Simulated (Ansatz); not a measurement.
# F3H3OSiTi: small, medium and large basis sets

An exercise on one series of results from a longer session: the logs are not shown, and one member is left open.

Program: Ansatz 0.2.0, Gaussian basis. Level of theory: one geometry, several basis sets. These are calculated values, not measurements.

The runs, in order: PBE0-D4/def2-SVP; ωB97M-V/def2-SVP; PBE0-D4/def2-QZVPP; ωB97M-V/def2-QZVPP; the functionals' def2-TZVPP values are taken from earlier runs.

### The relaxed structure

The geometry comes from an earlier relaxation with PBE0-D4 in a triple-zeta def2 set; it is a stationary point, not always the lowest conformer.

SMILES `[F][Ti]([F])([F])[O][SiH3]`, 9 atoms, charge 0, spin multiplicity 1.

Atoms are counted from 1 here; the program's logs count them from 0.

Bond lengths: F1–Ti2 1.750 Å, Ti2–F3 1.750 Å, Ti2–F4 1.750 Å, Ti2–O5 1.759 Å, O5–Si6 1.654 Å, Si6–H7 1.482 Å, Si6–H8 1.482 Å, Si6–H9 1.482 Å. Angles: F1–Ti2–F3 109.6°, F1–Ti2–F4 109.6°, F1–Ti2–O5 109.4°, F3–Ti2–F4 109.5°, F3–Ti2–O5 109.4°, F4–Ti2–O5 109.4°, Ti2–O5–Si6 179.5°, O5–Si6–H7 108.5°, O5–Si6–H8 108.5°, O5–Si6–H9 108.5°, H7–Si6–H8 110.4°, H7–Si6–H9 110.4°, H8–Si6–H9 110.4°.

The first run:

File in.yaml:

```yaml
crystal:
  periodic: [false, false, false]
  atoms:
    - {symbol: F, position_ang: [2.351497, -1.504811, 0.221788]}
    - {symbol: Ti, position_ang: [1.169440, -0.822603, -0.873505]}
    - {symbol: F, position_ang: [1.959781, 0.288723, -1.970142]}
    - {symbol: F, position_ang: [0.409236, -2.106098, -1.788389]}
    - {symbol: O, position_ang: [-0.054042, 0.039595, 0.049872]}
    - {symbol: Si, position_ang: [-1.211814, 0.852759, 0.907093]}
    - {symbol: H, position_ang: [-2.525489, 0.218990, 0.642608]}
    - {symbol: H, position_ang: [-1.220959, 2.266697, 0.461989]}
    - {symbol: H, position_ang: [-0.877631, 0.766748, 2.348686]}
basis:
  gaussian: {orbitals: def2-SVP}
hamiltonian: {xc: pbe0, dispersion: d4}
output: {orbitals: {seedname: orbitals}}
```

Launch:

```console
ansatz run in.yaml --threads 4 --pin off --events-out ev --progress --plain --max-ram 11315MiB
```

Steps of the session up to this table: PBE0-D4 in def2-SVP; ωB97M-V in def2-SVP; PBE0-D4 in def2-QZVPP; ωB97M-V in def2-QZVPP.

One table of the session follows, with a row left open; its other results are not shown here.

It belongs to the step «Density functionals: the series». 

```
functional       basis  HOMO (eV)  LUMO (eV)
   PBE0-D4    def2-SVP      -9.59      -2.51
   PBE0-D4  def2-TZVPP      -9.66      -2.50
   PBE0-D4  def2-QZVPP      -9.66      -2.49
   ωB97M-V    def2-SVP     -11.81      -0.16
   ωB97M-V  def2-TZVPP          ?          ?
   ωB97M-V  def2-QZVPP     -11.93      -0.17
```

**Question.** Estimate the row for ωB97M-V, def2-TZVPP.

As computed: HOMO (eV): -11.93; LUMO (eV): -0.18.
